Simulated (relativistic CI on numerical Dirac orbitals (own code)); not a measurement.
# Co⁺: 3p photoemission multiplets

Wanted: the shape of the 3p photoemission spectrum of Co⁺ in 4 surroundings, from the same atomic integrals.

The numbers are computed with relativistic CI on numerical Dirac orbitals (own code) version 1 (Dirac-Coulomb-Breit CI, KLI orbitals optimised for each configuration, model QED (radiative potential, 1s self-energy scaled to tabulated hydrogen-like ionisation energies), valence Slater integrals scaled by 0.9, multiplet model of photoemission in the sudden approximation), except any that are marked as measured or tabulated.

## 1. The system

- ion: Co⁺ (Co II)
- nuclear charge: 27
- electrons: 26
- configurations: [Ar] 3d8 → [Ne] 3s2 3p5 3d8
- temperature: 300 K
- widths: Lorentz 1.12 eV, Gauss 0.6 eV
- surrounding 1: free ion
- surrounding 2: D4h, 10Dq = 14250, Ds = -1500, Dt = 620 cm⁻¹
- surrounding 3: D4h, 10Dq = 14250, Ds = -600, Dt = 620 cm⁻¹
- surrounding 4: D4h, 10Dq = 14250, Ds = 300, Dt = 620 cm⁻¹

## 2. Surrounding 1: free ion

Settings of the run:

```ini
atom Co  Z=27  charge=1  electrons=26
nucleus A=59  rms_radius_fm=3.7875
hamiltonian dirac-coulomb  breit=on  qed=on  c_scale=1
orbitals kli  potential=per-configuration
slater_scale 0.9
correlation none
mixing on
configurations
  [Ar] 3d8
  [Ne] 3s2 3p5 3d8
end
photoemission 3p T=300 lorentz=1.12 gauss=0.6
crystal_field free
```

## 3. Surrounding 2: D4h, 10Dq = 14250, Ds = -1500, Dt = 620

The settings differ from step 2 so:

```diff
@@ -12,2 +12,2 @@
 photoemission 3p T=300 lorentz=1.12 gauss=0.6
-crystal_field free
+crystal_field D4h 10Dq=14250 Ds=-1500 Dt=620
```

## 4. Surrounding 3: D4h, 10Dq = 14250, Ds = -600, Dt = 620

The settings differ from step 3 so:

```diff
@@ -12,2 +12,2 @@
 photoemission 3p T=300 lorentz=1.12 gauss=0.6
-crystal_field D4h 10Dq=14250 Ds=-1500 Dt=620
+crystal_field D4h 10Dq=14250 Ds=-600 Dt=620
```

## 5. Surrounding 4: D4h, 10Dq = 14250, Ds = 300, Dt = 620

The settings differ from step 4 so:

```diff
@@ -12,2 +12,2 @@
 photoemission 3p T=300 lorentz=1.12 gauss=0.6
-crystal_field D4h 10Dq=14250 Ds=-600 Dt=620
+crystal_field D4h 10Dq=14250 Ds=300 Dt=620
```

(Steps that only read results are left out.)

**Question.** What will these runs give? Wanted: highest peak, first run; ground spin.

The runs gave:

| surrounding | ground S | centroid (eV) | spread (eV) | up to four highest peaks (% of the highest), eV |
| --- | --- | --- | --- | --- |
| 1: free | 1.00 | 79.54 | 5.93 | 73.0 (100), 78.4 (87), 81.8 (62), 90.6 (43) |
| 2: D4h | 1.00 | 79.55 | 5.84 | 73.8 (100), 79.8 (72), 86.8 (25), 89.8 (25) |
| 3: D4h | 1.00 | 79.55 | 5.84 | 73.8 (100), 80.0 (71), 86.8 (27), 90.0 (25) |
| 4: D4h | 1.00 | 79.55 | 5.84 | 73.8 (100), 80.0 (71), 86.8 (27), 90.0 (25) |

| quantity | value |
| --- | --- |
| highest peak, first run | 73.0 eV |
| ground spin (effective S from ⟨S²⟩) | 1.00 |

**Reading.** The position of the maximum differs by up to 0.8 eV between the surroundings, by shifts of peaks or by peaks exchanging rank. Energies are those of the free ion without screening by ligands; binding energies in solids differ by tens of eV.
